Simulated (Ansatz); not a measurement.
Wanted: the native input for an Ansatz 0.2.0 run.

```
Task                                : band structure
Functional                          : r2SCAN
Potentials or basis                 : Ansatz PAW
Cutoff                              : 500 eV (not typed: the program's choice for these potentials)
k mesh                              : 5 × 5 × 6
Occupations                         : fermi-dirac, width 0.05 eV
Spin                                : no spin polarisation
Path                                : [["G", "X", "M", "G", "Z", "R", "A", "Z"], ["X", "R"], ["M", "A"]]
Points for each segment of the path : 14
```

The system is ZnHgO2.

```xyz
4
Lattice="4.0092 0.0000 0.0000 0.0000 4.0092 0.0000 0.0000 0.0000 3.3046" Properties=species:S:1:pos:R:3 pbc="T T T"
Zn    0.0000    0.0000    0.0000
Hg    2.0046    2.0046    1.6523
O     2.0046    0.0000    0.0000
O     0.0000    2.0046    0.0000
```

The cell was built by a generator and needn't be a form met in nature.

These files were run (other wordings do the same):

input.yaml

```yaml
crystal:
  lattice:
    - [4.00922, 0.0, 0.0]
    - [0.0, 4.00922, 0.0]
    - [0.0, 0.0, 3.30459]
  atoms:
    - { symbol: Zn, position: [0.0, 0.0, 0.0] }
    - { symbol: Hg, position: [0.5, 0.5, 0.5] }
    - { symbol: O, position: [0.5, 0.0, 0.0] }
    - { symbol: O, position: [0.0, 0.5, 0.0] }
hamiltonian:
  xc: r2scan
  pseudopotentials: { kind: paw }
kpoints:
  mp_grid: { grid: [5, 5, 6] }
  band_path:
    path:
      - [[0.0, 0.0, 0.0], [0.0, 0.5, 0.0], [0.5, 0.5, 0.0], [0.0, 0.0, 0.0], [0.0, 0.0, 0.5], [0.0, 0.5, 0.5], [0.5, 0.5, 0.5], [0.0, 0.0, 0.5]]
      - [[0.0, 0.5, 0.0], [0.0, 0.5, 0.5]]
      - [[0.5, 0.5, 0.0], [0.5, 0.5, 0.5]]
    npoints: 14
scf:
  occupations: { method: fermi_dirac, width: 0.05 }
  n_extra_bands: 10
output:
  forces: true
  stress: true
  eigenvalues: true
  fatbands: false
```

Potentials or basis: Ansatz PAW.

Launch:

```sh
$ ansatz run input.yaml --threads 2 --pin off --max-ram 5632MiB --backend cpu --events-out ev --progress --plain --runs-dir out
```

It gave:

```yaml
Pressure: -5.4 GPa
Band_gap_on_the_k_mesh: none (metal or under the smearing width)
```

Caveat: spin-orbit coupling is left out, which moves the levels of the heavy elements; the PAW data sets come from PBE, with cores solved anew for the run's functional, which leaves a small shift of forces and pressure.

Run time: 8.3 s on 2 threads of Arm Neoverse V2, on a shared host, peak memory 0.45 GiB.
